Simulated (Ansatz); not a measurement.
# GdRu3B2: the cost of one run

Method: DFT PBEsol, scalar-relativistic, plane waves, PAW, in Ansatz 0.2.0.

### Step 1. The starting structure

The cell holds 19 atoms (B7Gd3Ru9): a = 6.232 Å, b = 6.232 Å, c = 6.232 Å, α = 98.85°, β = 98.85°, γ = 98.85°.

Structure file:

```xyz
19
Lattice="2.7329 4.7334 -2.9935 2.7329 -4.7334 -2.9935 -5.4657 0.0000 -2.9935" Properties=species:S:1:pos:R:3 pbc="T T T"
Gd    0.0789   -0.0234   -0.0753
Gd    0.0288    0.0620   -5.9776
Gd    0.0000    0.0000   -2.9935
B    -2.7329   -1.5778   -2.9935
B     2.7329   -1.5778   -5.9869
B     2.7329   -1.5778   -2.9935
B     0.0000   -3.1556   -2.9935
B    -2.7329    1.5778   -5.9869
B    -2.7329    1.5778   -2.9935
Ru    2.7329    0.0000   -4.4902
Ru   -2.7329    0.0000   -4.4902
Ru   -2.7329    0.0000   -1.4967
Ru    1.3664    2.3667   -4.4902
Ru    4.0993   -2.3667   -4.4902
Ru   -1.3256   -2.3785   -4.5249
Ru   -4.0970   -2.2805   -4.4090
Ru   -1.3664    2.3667   -4.4902
Ru    1.3664   -2.3667   -4.4902
B    -0.0042    1.0928   -7.4367
```

The host was relaxed before at PBEsol: a = 5.466 Å, b = 5.466 Å, c = 2.993 Å, α = 90.00°, β = 90.00°, γ = 120.00° (conventional cell), 12.908 Å³/atom.

Places, in fractions of the supercell: B as an interstitial at (0.958, 0.708, 0.833). Its neighbours start displaced at random, with a spread of 0.05 Å in each coordinate.

### Step 2. The perfect crystal in the supercell of 18 atoms

input.yaml reads:

```yaml
crystal:
  lattice:
    - [2.7328581793, 4.7334492221, -2.9934711738]
    - [2.7328581842, -4.7334492192, -2.9934711738]
    - [-5.4657163635, -2.9e-09, -2.9934711738]
  atoms:
    - { symbol: Gd, position: [0.0, 0.0, 0.0], spin: 7.65 }
    - { symbol: Gd, position: [0.6666666667, 0.6666666667, 0.6666666667], spin: 7.65 }
    - { symbol: Gd, position: [0.3333333333, 0.3333333333, 0.3333333333], spin: 7.65 }
    - { symbol: B, position: [0.0, 0.3333333333, 0.6666666667] }
    - { symbol: B, position: [0.6666666667, 1.0, 0.3333333333] }
    - { symbol: B, position: [0.3333333333, 0.6666666667, 0.0] }
    - { symbol: B, position: [0.0, 0.6666666667, 0.3333333333] }
    - { symbol: B, position: [0.6666666667, 0.3333333333, 1.0] }
    - { symbol: B, position: [0.3333333333, 0.0, 0.6666666667] }
    - { symbol: Ru, position: [0.6666666667, 0.6666666667, 0.1666666667] }
    - { symbol: Ru, position: [0.3333333333, 0.3333333333, 0.8333333333] }
    - { symbol: Ru, position: [0.0, 0.0, 0.5] }
    - { symbol: Ru, position: [0.8333333333, 0.3333333333, 0.3333333333] }
    - { symbol: Ru, position: [0.5, 1.0, 0.0] }
    - { symbol: Ru, position: [0.1666666667, 0.6666666667, 0.6666666667] }
    - { symbol: Ru, position: [0.0, 0.5, 1.0] }
    - { symbol: Ru, position: [0.6666666667, 0.1666666667, 0.6666666667] }
    - { symbol: Ru, position: [0.3333333333, 0.8333333333, 0.3333333333] }
basis:
  ecutwfc: 420
  xc_grid: 2
kpoints:
  mp_grid: { grid: [4, 4, 4], shift: [0.5, 0.5, 0.5] }
hamiltonian:
  xc: pbesol
scf:
  occupations: { method: gaussian, width: 0.05 }
  lower_state_search: "off"
output:
  forces: true
  stress: true
  eigenvalues: true
  populations: true
  hubbard: { sites: [{ species: Gd, l: f }] }
  write_density: true
  write_potential: true
  elf: true
  volumetric_format: npy
magnetization:
  spin_polarized: true
```

On the command line:

```bash
$ ansatz run input.yaml --threads 8 --pin off --max-ram 14336MiB --backend cpu --events-out ev --progress --plain --runs-dir out
```

**Question.** How long does this run take on 8 threads of Arm Neoverse V2, shared host, and how much memory does it need?

About 15 s, with a peak of 1.8 GiB.
